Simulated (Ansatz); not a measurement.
# GdCu: how the settings move a single-point run

Question: which choices in the input matter for GdCu?

Program: Ansatz 0.2.0. Level of theory: reference: DFT, LDA, PAW with Ansatz's default frozen-core files, scalar-relativistic. These are calculated values, not measurements.

### 1 Starting point

It takes space group Pm-3m (No. 221, cubic). The conventional cell has a = 3.502 Å, b = 3.502 Å, c = 3.502 Å, α = 90.00°, β = 90.00°, γ = 90.00°. Around Gd (site symmetry m-3m) lie 8 Cu at 3.03 Å. Cu (site symmetry m-3m) has 8 Gd at 3.03 Å as nearest neighbours.

Structure file:

```cif
data_structure
_symmetry_space_group_name_H-M 'P 1'
_symmetry_Int_Tables_number 1
_cell_length_a 4.9526
_cell_length_b 4.9526
_cell_length_c 4.9526
_cell_angle_alpha 90.000
_cell_angle_beta 60.000
_cell_angle_gamma 60.000
_cell_volume 85.90
loop_
_atom_site_label
_atom_site_type_symbol
_atom_site_fract_x
_atom_site_fract_y
_atom_site_fract_z
_atom_site_occupancy
Gd1 Gd 0.50000 0.25000 0.75000 1
Gd2 Gd 0.50000 0.75000 0.25000 1
Cu1 Cu 0.00000 0.00000 0.00000 1
Cu2 Cu 0.00000 0.50000 0.50000 1
```

### 2 Reference

Contents of input.yaml:

```yaml
crystal:
  lattice:
    - [3.502, 3.502, 0.0]
    - [3.502, 0.0, 3.502]
    - [3.502, 0.0, -3.502]
  atoms:
    - { symbol: Gd, position: [0.5, 0.25, 0.75] }
    - { symbol: Gd, position: [0.5, 0.75, 0.25] }
    - { symbol: Cu, position: [0.0, 0.0, 0.0] }
    - { symbol: Cu, position: [0.0, 0.5, 0.5] }
kpoints:
  mp_grid: { grid: [10, 10, 10] }
scf:
  occupations: { method: fermi_dirac, width: 0.05 }
hamiltonian:
  xc: lda
  pseudopotentials: { kind: paw }
output:
  forces: true
  stress: true
  eigenvalues: true
```

Command:

```sh
$ ansatz run input.yaml --threads 2 --pin off --max-ram 6144MiB --backend cpu --events-out ev --progress --plain --runs-dir out
```

### 3 Changed: ecutwfc 250 eV

input.yaml, as its differences from that of step 2:

```diff
@@ -21 +21,7 @@
   eigenvalues: true
+  write_density: true
+  write_potential: true
+  elf: true
+  volumetric_format: npy
+basis:
+  ecutwfc: "250 eV"
```

**Question.** What will these runs give? Wanted: for each run, ending; energy change; pressure; gap; force.

As calculated:

| run | ending | energy change | pressure (GPa) | gap (eV) | force (eV/Å) | cycles | time |
| --- | --- | --- | --- | --- | --- | --- | --- |
| reference | converged | 0 | -7.7 | 0.00 | 0.00 | 9 | 4.5 s |
| 1: ecutwfc 250 eV | converged | +2.05 eV/atom | -5.6 | 0.00 | 0.00 | 10 | 2.7 s |

Times don't compare one to one where runs were asked for different outputs or read a saved state (see the inputs); cycles may leave out searches for a lower state.

Residual by cycle in the longest SCF loop of each run; runs are numbered as in the table. The quantity is the density residual dr2, in eV.

```
cycle  reference    run 1
    1      0.425    0.597
    2     0.0496    0.385
    3     0.0138    0.145
    4    0.00294   0.0258
    5     2.3e-4  0.00637
    6     2.0e-5  0.00118
    7     2.0e-6   4.5e-5
    8     1.4e-6   6.1e-6
    9     2.1e-8   1.2e-6
   10          -   4.5e-9
```

What this shows: Changing the cutoff moves the energy by +2.05 eV/atom, and the pressure goes from -7.7 to -5.6 GPa. The log warns that the cutoff is under what these potentials recommend, so the shift is basis error. Run 1 ran under the cutoff that the potentials recommend, as the log warns, so basis error is mixed into its values. The reference leaves spin out although Cu and Gd can carry a moment, so its state need not be the lowest.
